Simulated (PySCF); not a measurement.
# PtH3 (quartet) under other conditions

Aim: change spin, charge, geometry, field or solvent of PtH3 (quartet), one at a time, and compare with the base run.

The runs use PySCF 2.14.0; each script names its method and basis.

2 further runs of the same task are left out: 1 for a known fault of the program, 1 that didn't finish. Runs told in other sessions of the task aren't counted.

## (1) The starting structure

PtH3 (quartet): 4 atoms, charge 0, spin multiplicity 4.

Bond lengths: Pt1–H2 1.689 Å, Pt1–H3 1.602 Å, Pt1–H4 1.602 Å. Angles: H2–Pt1–H3 66.9°, H2–Pt1–H4 66.9°, H3–Pt1–H4 133.8°.

Coordinates:

```tsv
atom	x (Å)	y (Å)	z (Å)
Pt1	0.00000	0.00000	-0.01340
H2	0.00000	0.00000	1.67550
H3	1.47300	0.00000	0.61540
H4	-1.47300	0.00000	0.61540
```

## (2) The base run

input.py reads:

```python
from pyscf import gto, scf, mcscf

mol = gto.M(
    atom='Pt 0 0 -0.0134; H 0 0 1.6755; H 1.473 0 0.6154; H -1.473 0 0.6154',
    basis='def2-tzvp',
    ecp={'Pt': 'def2-tzvp'},
    charge=0,
    spin=3,
    verbose=4,
)
mf = scf.ROHF(mol)
mf.level_shift = 0.3
mf = mf.newton()
mf.kernel()
mc = mcscf.CASCI(mf, 4, 3)
mc.kernel()
mc.analyze()
mf.dip_moment()
print('orbital energies (hartree):', mf.mo_energy[..., max(0, mol.nelec[1]-3):mol.nelec[0]+3].round(4))
```

Launch:

```console
$ OMP_NUM_THREADS=1 python input.py
```

The log of this run is left out.

## (3) Coordinates × 1.5

Run 1 changes geometry: coordinates × 1 → coordinates × 1.5.

input.py: that of step 2 with these lines changed.

```diff
@@ -3,3 +3,3 @@
 mol = gto.M(
-    atom='Pt 0 0 -0.0134; H 0 0 1.6755; H 1.473 0 0.6154; H -1.473 0 0.6154',
+    atom='Pt 0 0 -0.0201; H 0 0 2.5133; H 2.2095 0 0.9231; H -2.2095 0 0.9231',
     basis='def2-tzvp',
```

## (4) Doublet

Run 2 changes spin (2S): 3 → 1; active space: 3 electrons in 4 orbitals → 7 electrons in 6 orbitals.

input.py: that of step 2 with these lines changed.

```diff
@@ -7,3 +7,3 @@
     charge=0,
-    spin=3,
+    spin=1,
     verbose=4,
@@ -14,3 +14,3 @@
 mf.kernel()
-mc = mcscf.CASCI(mf, 4, 3)
+mc = mcscf.CASCI(mf, 6, 7)
 mc.kernel()
```

Q: Predict the outcome of this session. Wanted: for each run, E(SCF); from base; SCF dipole; after the SCF.

As calculated:

```tsv
run	E(SCF) (hartree)	from base (eV)	cycles	SCF dipole (D)	after the SCF
base	-120.001838	0	4 macro	0.07	n/a
coordinates × 1.5	-119.865718	+3.7040	6 macro	2.23	CASCI correlation 0.000 eV (this space leaves nothing to correlate)
doublet	-120.051372	-1.3479	4 macro	1.83	CASCI correlation -0.068 eV
```

**Reading.** Of the runs whose energies can be compared, “coordinates × 1.5” moves the SCF energy most (+3.704 eV). The doublet solution found lies 1.35 eV below the base quartet at this geometry and level, so the base is not the lowest spin state.
